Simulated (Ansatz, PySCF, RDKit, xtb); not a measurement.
**BSiAsH4: a search for the lowest isomer**

Task: start from the formula BSiAsH4, draw up candidate structures, narrow them down in stages, and characterise the one that lies lowest at 298.15 K.

Plan: many cheap relaxations first (GFN2-xTB), then density-functional screening, relaxation at PBE0-D3(BJ)/pcseg-1, vibrations and a final energy. The numbers are computed, not measured.

7 further runs of the same task are left out: 1 that didn't finish, 6 set aside as unsound or not needed.

## (1) Possible bonding patterns

All bonding patterns within simple valence rules are listed by program: one Lewis structure each, at most two rings and one unusual centre or charged pair. O–O, O–halogen and N–halogen bonds and N–N–N chains are not drawn. That gives 36 candidates.

c082 [SiH2+][BH-]=[AsH]; c089 B[As]=[SiH2]; c090 B[Si][AsH2] (triplet); c096 [Si]=[BH-][As@H3+] (triplet); c126 [B][SiH2][AsH2] (triplet); c142 [BH2-]1[SiH]=[As@H+]1; c153 B[SiH]=[AsH]; c183 B=[As@H]=[SiH2]; c199 B#[SiH-][As@H3+]; c200 [BH-]1=[SiH][As@H2+]1; c207 B=[Si-][As@H3+]; c315 [BH2-]1[Si][As@H2+]1; c364 [Si]=[BH-][As@H3+]; c367 B[Si][AsH2]; c384 [SiH]B[AsH2] (triplet); c395 [B][SiH2][AsH2]; c396 [SiH3]B=[AsH]; c408 [BH3-][As@@H+]=[Si]; c418 [BH3-][As@H+]=[Si]; c426 B=[As@@H]=[SiH2]; c450 [BH2-]1[SiH]=[As@@H+]1; c454 B#[As@@H][SiH3]; c552 [BH3-][As+]#[SiH]; c590 [SiH2]=B[AsH2]; c594 [SiH]#[B-][As@H3+]; c671 B=[As][SiH3]; c696 [BH3-][As@H+]=[Si] (triplet); c752 [BH2-]1[Si][As@H2+]1 (triplet); c775 B[As@H]#[SiH]; c777 B[As@@H]#[SiH]; c798 [BH3-][As@@H+]=[Si] (triplet); c837 [SiH]B[AsH2]; c866 B1[SiH2][As@H]1; c897 B=[SiH][AsH2]; c918 [BH3-][Si+]=[AsH]; c994 B#[As@H][SiH3].

Candidates are built by distance geometry, with a force field where one applies, in up to four conformers (letters a to d). 10 starts with atoms placed at random are added, to find patterns that the rules miss.

**Question.** With final energies at CCSD(T)/def2-TZVP, which structure will this search put lowest in free energy, and by what margin?

| quantity | value |
| --- | --- |
| lowest structure found | B=[As][SiH3], singlet, Cs |
| next finalist | B[As]=[SiH2], singlet, 3.9 kcal/mol higher in G |
| share at equilibrium, among the finalists | 99.9 % |
| harmonic wavenumbers, lowest and highest (PBE0-D3(BJ)/pcseg-1) | 210 and 2802 cm⁻¹ |
| rotational constants, same geometry | 0.4068, 0.1249, 0.09894 cm⁻¹ |
| dipole moment (PBE0/def2-TZVPD) | 0.72 D |
| HOMO energy (PBE0/def2-TZVPD) | -6.80 eV |
| LUMO energy (PBE0/def2-TZVPD) | -1.58 eV |
| HOMO–LUMO gap (PBE0/def2-TZVPD) | 5.21 eV |
| lowest excitation (TD-PBE0/def2-SVPD) | 3.58 eV (f = 0.000) |
| strongest of the states computed, same level | 6.35 eV (f = 0.100) |
| lowest triplet excitation, same level, Tamm-Dancoff | 2.96 eV |
| vertical ionisation energy | 8.79 eV |
| vertical electron affinity | -0.07 eV (unbound: the value depends on the basis) |
| vertical triplet less singlet | +2.95 eV |

The lowest structure found is `B=[As][SiH3]`. The margin, 3.9 kcal/mol, is modest. r2SCAN-D4/def2-SVP, PBE0-D3(BJ)/pcseg-1 and MP2/def2-TZVP already put its bonding pattern lowest among the structures in one piece; HF/def2-TZVP favours the singlet B[As]=[SiH2]. 6 minima inside the window were never screened. The search is not exhaustive (a finite list of starts, one conformer a finalist), so a lower isomer can't be ruled out. Patterns outside the rules of the enumeration were met only by chance. The lowest isomer need not be the one that is made and kept in a bottle, which depends on barriers.
